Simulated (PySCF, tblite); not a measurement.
# C₇H₂₀AlN: geometry, infrared bands and NMR shifts, part 2 of 2

tblite 0.8.0 and PySCF 2.14.0. Atoms count from 0. The steps go on from the part before.

**6. Shielding tensors: KT2/pcSseg-1**

The job: settings as JSON, then the geometry in Å.

```
{"job": {"kind": "nmr", "xc": "KT2", "basis": "pcSseg-1", "pop": false}, "charge": 0, "multiplicity": 1}
C      2.020097    -1.420665     0.130496
C      1.663054     0.066553     0.133299
C      1.495612     0.549479     1.572896
C      2.819848     0.843375    -0.511106
Al     0.130911     0.491480    -1.100429
N     -1.709689    -0.019806    -0.244955
C     -1.661979    -1.405191     0.232957
C     -2.029906     0.896110     0.856244
C     -2.710316     0.114732    -1.311090
H      2.156235    -1.809106    -0.892141
H      1.248372    -2.043358     0.614110
H      2.965287    -1.604700     0.680292
H      2.436697     0.428775     2.146688
H      0.726833    -0.022573     2.122357
H      1.221176     1.616733     1.627483
H      2.990687     0.542322    -1.560097
H      3.770942     0.663782     0.030083
H      2.642105     1.931864    -0.505577
H      0.054023    -0.458488    -2.403219
H     -0.168407     2.063672    -1.310714
H     -2.647808    -1.724041     0.615691
H     -1.362757    -2.067021    -0.591566
H     -0.920430    -1.492574     1.037738
H     -1.268992     0.812537     1.642415
H     -3.020375     0.660124     1.284283
H     -2.029874     1.928067     0.481381
H     -3.719941    -0.119627    -0.929085
H     -2.461058    -0.565992    -2.135392
H     -2.696344     1.144397    -1.694441
```

Method: GIAO KT2/pcSseg-1 NMR shielding, non-relativistic, gas phase.

Output:

```text
coarse grid: 22688 points
cycle   1  E = -583.7357994259  dE =  2.348e-01  |g| = 6.613e-01  |ddm| = 4.434e+00
cycle   2  E = -583.5294494889  dE =  2.063e-01  |g| = 1.084e+00  |ddm| = 2.116e+00
cycle   3  E = -583.8628172349  dE = -3.334e-01  |g| = 1.499e-01  |ddm| = 1.526e+00
cycle   4  E = -583.8685146277  dE = -5.697e-03  |g| = 4.655e-02  |ddm| = 2.308e-01
cycle   5  E = -583.8690408599  dE = -5.262e-04  |g| = 1.013e-02  |ddm| = 5.177e-02
cycle   6  E = -583.8690647138  dE = -2.385e-05  |g| = 4.574e-03  |ddm| = 1.546e-02
cycle   7  E = -583.8690690723  dE = -4.359e-06  |g| = 1.123e-03  |ddm| = 3.972e-03
final grid: 208784 points
cycle   8  E = -583.8828274397  dE = -3.480e-04  |g| = 2.053e-02  |ddm| = 6.742e-02
cycle   9  E = -583.8826441378  dE =  1.833e-04  |g| = 3.310e-02  |ddm| = 4.731e-02
cycle  10  E = -583.8829134844  dE = -2.693e-04  |g| = 4.332e-03  |ddm| = 3.461e-02
cycle  11  E = -583.8829169493  dE = -3.465e-06  |g| = 1.163e-03  |ddm| = 4.321e-03
cycle  12  E = -583.8829172713  dE = -3.219e-07  |g| = 1.786e-04  |ddm| = 9.836e-04
cycle  13  E = -583.8829172746  dE = -3.380e-09  |g| = 1.170e-04  |ddm| = 2.980e-04
cycle  14  E = -583.8829172782  dE = -3.556e-09  |g| = 1.113e-05  |ddm| = 1.361e-04
cycle  15  E = -583.8829172782  dE = -3.388e-11  |g| = 3.577e-06  |ddm| = 2.030e-05
converged SCF energy = -583.8829172782

GIAO shielding tensors (ppm)
atom      isotropic    diamagn.    paramagn.     s11        s22        s33       span
  0 C      150.361     249.563     -99.202    131.314    138.446    181.323     50.009
  1 C      164.437     247.530     -83.093    159.727    164.201    169.382      9.655
  2 C      151.022     250.488     -99.466    134.187    140.122    178.758     44.571
  3 C      154.382     248.861     -94.479    134.871    142.240    186.034     51.163
  4 Al     400.010     804.290    -404.280    389.504    399.317    411.209     21.705
  5 N      210.618     324.274    -113.657    193.554    216.704    221.595     28.041
  6 C      134.428     252.054    -117.626    111.465    113.093    178.727     67.261
  7 C      133.866     250.898    -117.032    109.620    112.236    179.743     70.123
  8 C      133.235     248.181    -114.946    105.671    111.140    182.894     77.223
  9 H       29.715      32.296      -2.581     25.926     27.577     35.642      9.716
 10 H       30.075      33.668      -3.593     25.216     30.073     34.935      9.718
 11 H       30.578      31.364      -0.786     27.516     28.099     36.119      8.603
 12 H       30.392      31.587      -1.195     27.325     28.015     35.835      8.510
 13 H       30.166      34.228      -4.063     25.465     30.021     35.011      9.546
 14 H       29.807      33.121      -3.314     25.947     28.210     35.265      9.318
 15 H       30.092      31.085      -0.993     25.869     27.973     36.434     10.566
 16 H       30.714      30.304       0.411     27.738     28.054     36.351      8.613
 17 H       30.047      31.374      -1.327     25.667     28.057     36.417     10.750
 18 H       27.115      34.157      -7.042     23.669     27.033     30.642      6.973
 19 H       27.143      34.177      -7.035     23.542     27.160     30.726      7.184
 20 H       29.295      30.982      -1.688     25.871     26.987     35.026      9.155
 21 H       28.466      32.997      -4.531     24.785     26.951     33.661      8.876
 22 H       28.414      34.582      -6.167     23.572     28.571     33.100      9.527
 23 H       28.267      33.871      -5.604     22.931     28.825     33.045     10.113
 24 H       29.397      30.525      -1.128     26.069     26.888     35.234      9.165
 25 H       28.430      32.278      -3.848     24.810     26.476     34.004      9.194
 26 H       29.471      28.520       0.951     26.117     26.613     35.683      9.566
 27 H       28.384      30.561      -2.177     24.184     26.729     34.240     10.056
 28 H       28.414      30.283      -1.869     24.323     26.500     34.419     10.096
```

Run time: 2.7 min. Hardware: 1 thread of Arm Neoverse N1, shared host; peak memory 0.96 GiB.

Key values: δ C6 49.4, C0 31.3, C1 18.8, Al4 97.7, H18 4.05, H20 2.45 ppm (means over like atoms).

**7. Side by side: NMR shifts**

Shifts (ppm) of some atoms, chosen among heavy atoms and hydrogens apart, means over like atoms, with basis size and wall time:

```tsv
run	C6	C0	C1	H18	H9	Al4	N5	functions	time
PBE0/pcSseg-1	48.0	30.6	13.2	3.82	0.93	90.7	45.9	260	2.2 min
KT2/pcSseg-1	49.4	31.3	18.8	4.05	1.00	97.7	53.7	260	2.7 min
```

**8. Results**

What follows sums up all 2 parts.

| quantity | value |
| --- | --- |
| strongest single infrared mode (GFN2-xTB) | 697 cm⁻¹, 668 km/mol |
| zero-point energy (GFN2-xTB) | 157.5 kcal/mol |
| point group | C1 |
| rotational constants (main isotopes) | 2.09, 0.79, 0.77 GHz |
| 13C shifts against TMS (PBE0/pcSseg-1, means over atoms taken as alike) | 48.0, 30.6, 13.2 ppm |
| 1H shifts against TMS (PBE0/pcSseg-1, means over atoms taken as alike) | 3.82, 2.39, 0.93 ppm |
| 27Al shifts against AlH4- (PBE0/pcSseg-1) | 90.7 ppm |
| 15N shifts against NH3 (PBE0/pcSseg-1) | 45.9 ppm |
| range of the shift of N5 | 45.9 to 53.7 ppm |

In words: Relaxing lowered the energy by 0.592 eV in 86 steps; the close pair that moved most is Al4–N5, from 1.957 to 2.057 Å (GFN2-xTB). No mode is imaginary among the 81: a minimum at this level. The strongest single mode, at 697 cm⁻¹, moves mainly H19 and H18. GFN2-xTB is a fitted tight-binding method: band positions and strengths are rough. Its intensities can rank the bands wrongly. The optimisation took 7 steps and gained 0.373 eV; among the close pairs (by a distance rule), Al4–H18 changed most, from 1.564 to 1.614 Å (PBE0/def2-SVP). No frequency check was run at this level, so the end point may be a saddle. The most deshielded carbon is C6, C7, C8 (mean) (methyl carbon bonded to N), at 48.0 ppm: deshielded by the electronegative neighbour. At PBE0/pcSseg-1: The largest span, 69 ppm, is at C6, C7, C8, where the paramagnetic term is -113 ppm. In ppm, N5 moves most: its shift spreads over 7.8 ppm, from 45.9 (PBE0/pcSseg-1) to 53.7 (KT2/pcSseg-1).
